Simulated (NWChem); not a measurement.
# CH3BF3Ge+ (SMILES [CH3][Ge+]([F])[B](F)F): wB97X-D3/6-31G, part 2 of 2

NWChem 7.3.0. The steps go on from the part before.

## (3) Doublet neutral CH3BF3Ge

geom.nw

```
start geom
title "CH3BF3Ge properties"
memory total 2900 mb

geometry units angstrom noautosym nocenter noautoz
 C    -1.827570   -0.232630   -0.019740
 Ge    0.127990    0.202360   -0.000590
 F     0.165210    1.931220   -0.020140
 B     2.303130   -0.280720    0.029180
 F     3.084040    0.724700    0.087070
 F     2.676590   -1.500590   -0.012720
 H    -2.003290   -1.308940   -0.075000
 H    -2.263930    0.280640   -0.885140
 H    -2.262170    0.183950    0.897070
end

basis "ao basis" spherical bse
 * library 6-31G
end

dft
 xc wb97x-d3
 mult 2
 grid coarse
 convergence energy 1e-05
 maxiter 150
 noprint "final vectors analysis"
end

property
 esp
 mulliken
 efieldgrad
 octupole
 dipole
 moldenfile
 molden_norm janpa
end

task dft property
```

Run with:

```sh
nwchem geom.nw > geom.out
```

Log:

```text
Northwest Computational Chemistry Package (NWChem) 7.3.0
             --------------------------------------------------------

           Job information
           ---------------

    nwchem branch   = 7.3.0
    use scalapack   = T
    input           = geom.nw
    prefix          = geom.
    data base       = ./geom.db
    status          = startup
    nproc           =        1

           Memory information
           ------------------

    heap     =     95027194 doubles =      725.0 Mbytes
    stack    =     95027199 doubles =      725.0 Mbytes
    global   =    190054400 doubles =     1450.0 Mbytes (distinct from heap & stack)
    total    =    380108793 doubles =     2900.0 Mbytes
    verify   = yes
    hardfail = no

           Directory information
           ---------------------

  0 permanent = .
  0 scratch   = .

                                NWChem Input Module
                                -------------------

                                CH3BF3Ge properties
                                -------------------

 Scaling coordinates for geometry "geometry" by  1.889725989
 (inverse scale =  0.529177249)

                             Geometry "geometry" -> ""
                             -------------------------

 Output coordinates in angstroms (scale by  1.889725989 to convert to a.u.)

  No.       Tag          Charge          X              Y              Z
 ---- ---------------- ---------- -------------- -------------- --------------
    1 C                    6.0000    -1.82757000    -0.23263000    -0.01974000
    2 Ge                  32.0000     0.12799000     0.20236000    -0.00059000
    3 F                    9.0000     0.16521000     1.93122000    -0.02014000
[... 5 lines of this table left out ...]
    9 H                    1.0000    -2.26217000     0.18395000     0.89707000

      Atomic Mass
      -----------

      C                 12.000000
      Ge                73.921900
      F                 18.998400
      B                 11.009310
      H                  1.007825

 Effective nuclear repulsion energy (a.u.)     431.1160896785

            Nuclear Dipole moment (a.u.)
            ----------------------------
        X                 Y               Z
 ---------------- ---------------- ----------------
    97.2246635645    25.0006212947     0.8190072435

            XYZ format geometry
            -------------------
     9
 geometry
 C                    -1.82757000    -0.23263000    -0.01974000
 Ge                    0.12799000     0.20236000    -0.00059000
 F                     0.16521000     1.93122000    -0.02014000
[... 5 lines of this table left out ...]
 H                    -2.26217000     0.18395000     0.89707000

 ==============================================================================
                                internuclear distances
 ------------------------------------------------------------------------------
       center one      |      center two      | atomic units |  angstroms
 ------------------------------------------------------------------------------
    2 Ge               |   1 C                |     3.78596  |     2.00345
    3 F                |   2 Ge               |     3.26804  |     1.72937
    4 B                |   2 Ge               |     4.21095  |     2.22834
[... 4 lines of this table left out ...]
    9 H                |   1 C                |     2.07264  |     1.09679
 ------------------------------------------------------------------------------
                         number of included internuclear distances:          8
 ==============================================================================

 ==============================================================================
                                 internuclear angles
 ------------------------------------------------------------------------------
        center 1       |       center 2       |       center 3       |  degrees
 ------------------------------------------------------------------------------
    2 Ge               |   1 C                |   7 H                |   111.81
    2 Ge               |   1 C                |   8 H                |   107.12
    2 Ge               |   1 C                |   9 H                |   107.24
    7 H                |   1 C                |   8 H                |   110.94
    7 H                |   1 C                |   9 H                |   110.67
    8 H                |   1 C                |   9 H                |   108.92
    1 C                |   2 Ge               |   3 F                |   103.77
    1 C                |   2 Ge               |   4 B                |   154.94
    3 F                |   2 Ge               |   4 B                |   101.30
    2 Ge               |   4 B                |   5 F                |   115.32
    2 Ge               |   4 B                |   6 F                |   119.49
    5 F                |   4 B                |   6 F                |   125.18
 ------------------------------------------------------------------------------
                            number of included internuclear angles:         12
 ==============================================================================

 Summary of "ao basis" -> "" (spherical)
 ------------------------------------------------------------------------------
       Tag                 Description            Shells   Functions and Types
 ---------------- ------------------------------  ------  ---------------------
 *                           6-31G                    on all atoms

[... 6 lines left out ...]
  convergence criterion.
[... 33 lines left out ...]
  convergence criterion.
[... 16 lines left out ...]
          Convergence on energy requested:  1.00D-07
          Convergence on density requested:  1.00D-05
          Convergence on gradient requested:  5.00D-04
[... 29 lines left out ...]
          Spatial weights used:  Erf1
[... 1 line left out ...]
          Convergence Information
[... 1 line left out ...]
          Convergence aids based upon iterative change in
          total energy or number of iterations.
[... 53 lines left out ...]
   convergence    iter        energy       DeltaE   RMS-Dens  Diis-err    time
[... 13 lines left out ...]
         Total DFT energy =    -2440.910127592134
      One electron energy =    -4258.373559311774
           Coulomb energy =     1507.545088288964
    Exchange-Corr. energy =     -121.196500670662
 Nuclear repulsion energy =      431.116089678518
[... 69 lines left out ...]
          Dipole Moment
[... 6 lines left out ...]
   Dipole moment        1.2677440878 A.U.
[... 3 lines left out ...]
   -EFC- dipole         0.0000000000 A.U.
   Total dipole         1.2677440878 A.U.
[... 1 line left out ...]
   Dipole moment        3.2223084134 Debye(s)
[... 3 lines left out ...]
   -EFC- dipole         0.0000000000 DEBYE(S)
   Total dipole         3.2223084134 DEBYE(S)
[... 212 lines left out ...]
        0.051072       0.998680      -0.005515
        0.998691      -0.051086      -0.002462
        0.002740       0.005382       0.999982

 ------------------------------------------------------------
   Atom      X         Y         Z
 ------------------------------------------------------------
    3 F    0.31220   3.64948  -0.03806
 ------------------------------------------------------------

 Electric field gradient in molecular frame (a.u.)
         XX             YY             ZZ             XY             XZ             YZ
 ------------------------------------------------------------------------------------------
        0.858168      -1.600992       0.742823      -0.062346       0.003469       0.031201

 Principal components (a.u.) and orientation
 of principal axis w.r.t. absolute frame                      Asymmetry parameter eta
 --------------------------------------------------------------------------------------
       -1.602988       0.859809       0.743179                       0.072758

        0.025340       0.999423      -0.022621
        0.999590      -0.025030       0.013907
       -0.013333       0.022964       0.999647

 ------------------------------------------------------------
   Atom      X         Y         Z
 ------------------------------------------------------------
    4 B    4.35228  -0.53048   0.05514
 ------------------------------------------------------------

 Electric field gradient in molecular frame (a.u.)
         XX             YY             ZZ             XY             XZ             YZ
 ------------------------------------------------------------------------------------------
        0.123025       0.050067      -0.173091      -0.012922       0.006473       0.009226

 Principal components (a.u.) and orientation
 of principal axis w.r.t. absolute frame                      Asymmetry parameter eta
 --------------------------------------------------------------------------------------
       -0.173638       0.125324       0.048314                       0.443511

       -0.023647       0.985776       0.166391
       -0.042559      -0.167279       0.984991
        0.998814       0.016211       0.045909

 ------------------------------------------------------------
   Atom      X         Y         Z
 ------------------------------------------------------------
    5 F    5.82799   1.36948   0.16454
 ------------------------------------------------------------

 Electric field gradient in molecular frame (a.u.)
         XX             YY             ZZ             XY             XZ             YZ
 ------------------------------------------------------------------------------------------
        0.167676      -0.393963       0.226287      -1.117408      -0.051774      -0.048750

 Principal components (a.u.) and orientation
 of principal axis w.r.t. absolute frame                      Asymmetry parameter eta
 --------------------------------------------------------------------------------------
       -1.268603       1.039156       0.229446                       0.638269

        0.614421       0.788766      -0.018322
        0.787580      -0.614548      -0.045266
        0.046964      -0.013382       0.998807

 ------------------------------------------------------------
   Atom      X         Y         Z
 ------------------------------------------------------------
    6 F    5.05802  -2.83570  -0.02404
 ------------------------------------------------------------

 Electric field gradient in molecular frame (a.u.)
         XX             YY             ZZ             XY             XZ             YZ
 ------------------------------------------------------------------------------------------
        0.879225      -1.094867       0.215643       0.617397       0.044228      -0.041686

 Principal components (a.u.) and orientation
 of principal axis w.r.t. absolute frame                      Asymmetry parameter eta
 --------------------------------------------------------------------------------------
       -1.273889       1.057556       0.216333                       0.660358

       -0.276134       0.960774      -0.025763
        0.960479       0.274873      -0.043882
        0.035079       0.036862       0.998704

 ------------------------------------------------------------
   Atom      X         Y         Z
 ------------------------------------------------------------
    7 H   -3.78567  -2.47354  -0.14173
 ------------------------------------------------------------

 Electric field gradient in molecular frame (a.u.)
         XX             YY             ZZ             XY             XZ             YZ
 ------------------------------------------------------------------------------------------
        0.144723      -0.306588       0.161865      -0.075733      -0.003946      -0.024255

 Principal components (a.u.) and orientation
 of principal axis w.r.t. absolute frame                      Asymmetry parameter eta
 --------------------------------------------------------------------------------------
       -0.320211       0.163118       0.157092                       0.018818

        0.160983      -0.005742       0.986940
        0.985643      -0.050646      -0.161066
        0.050910       0.998700      -0.002493

 ------------------------------------------------------------
   Atom      X         Y         Z
 ------------------------------------------------------------
    8 H   -4.27821   0.53033  -1.67267
 ------------------------------------------------------------

 Electric field gradient in molecular frame (a.u.)
         XX             YY             ZZ             XY             XZ             YZ
 ------------------------------------------------------------------------------------------
        0.079372       0.056720      -0.136092       0.084295      -0.146174       0.172833

 Principal components (a.u.) and orientation
 of principal axis w.r.t. absolute frame                      Asymmetry parameter eta
 --------------------------------------------------------------------------------------
       -0.310597       0.158463       0.152134                       0.020377

        0.397108      -0.181344       0.899677
       -0.463776       0.806264       0.367221
        0.791970       0.563075      -0.236071

 ------------------------------------------------------------
   Atom      X         Y         Z
 ------------------------------------------------------------
    9 H   -4.27488   0.34762   1.69522
 ------------------------------------------------------------

 Electric field gradient in molecular frame (a.u.)
         XX             YY             ZZ             XY             XZ             YZ
 ------------------------------------------------------------------------------------------
        0.080031       0.091379      -0.171411       0.067672       0.153980      -0.148367

 Principal components (a.u.) and orientation
 of principal axis w.r.t. absolute frame                      Asymmetry parameter eta
 --------------------------------------------------------------------------------------
       -0.310613       0.158485       0.152128                       0.020464

       -0.395449      -0.204687       0.895390
        0.375879       0.853418       0.361099
        0.838055      -0.479354       0.260546

  int_init: cando_txs set to always be  F
 MOLDEN output will be written to the file ./geom.molden
  do_norm_janpa  T
  do_norm_nwchem  F
  molden scftype: UHF                  spinref:                     2

 Task  times  cpu:       51.8s     wall:       51.8s
 Total times  cpu:       51.8s     wall:       51.8s
```

It took 53 s on 1 thread of Intel Xeon Platinum 8488C (Sapphire Rapids), shared host; peak memory 0.27 GiB.

Atomic charges (e):

```
atom  Mulliken
  C1    -0.706
 Ge2    +0.479
  F3    -0.456
  B4    +0.550
  F5    -0.250
  F6    -0.256
  H7    +0.199
  H8    +0.221
  H9    +0.219
```

## (4) What came out

What follows sums up all 2 parts.

Level: wB97X-D3/6-31G.

| quantity | value |
| --- | --- |
| singlet CH3BF3Ge+: total energy | -2440.65381 Eh |
| singlet CH3BF3Ge+: HOMO energy | -16.96 eV |
| singlet CH3BF3Ge+: LUMO energy | -7.26 eV |
| singlet CH3BF3Ge+: HOMO–LUMO gap | 9.70 eV |
| singlet CH3BF3Ge+: dispersion energy | -3.27 kJ/mol |
| doublet neutral CH3BF3Ge: total energy | -2440.91013 Eh |
| doublet neutral CH3BF3Ge: dipole moment | 3.22 D |
| doublet neutral CH3BF3Ge: dispersion energy | -3.27 kJ/mol |
| doublet neutral CH3BF3Ge: ⟨S²⟩ | 0.752 |
| vertical electron affinity (to the doublet neutral) | 6.975 eV |

**Reading.** At fixed nuclei the extra electron is bound by 6.97 eV (673 kJ/mol). Mulliken charges (singlet CH3BF3Ge+) run from -0.76 on C1 to +1.02 on Ge2. Mulliken charges (doublet neutral CH3BF3Ge) run from -0.71 on C1 to +0.55 on B4; they depend strongly on the basis.
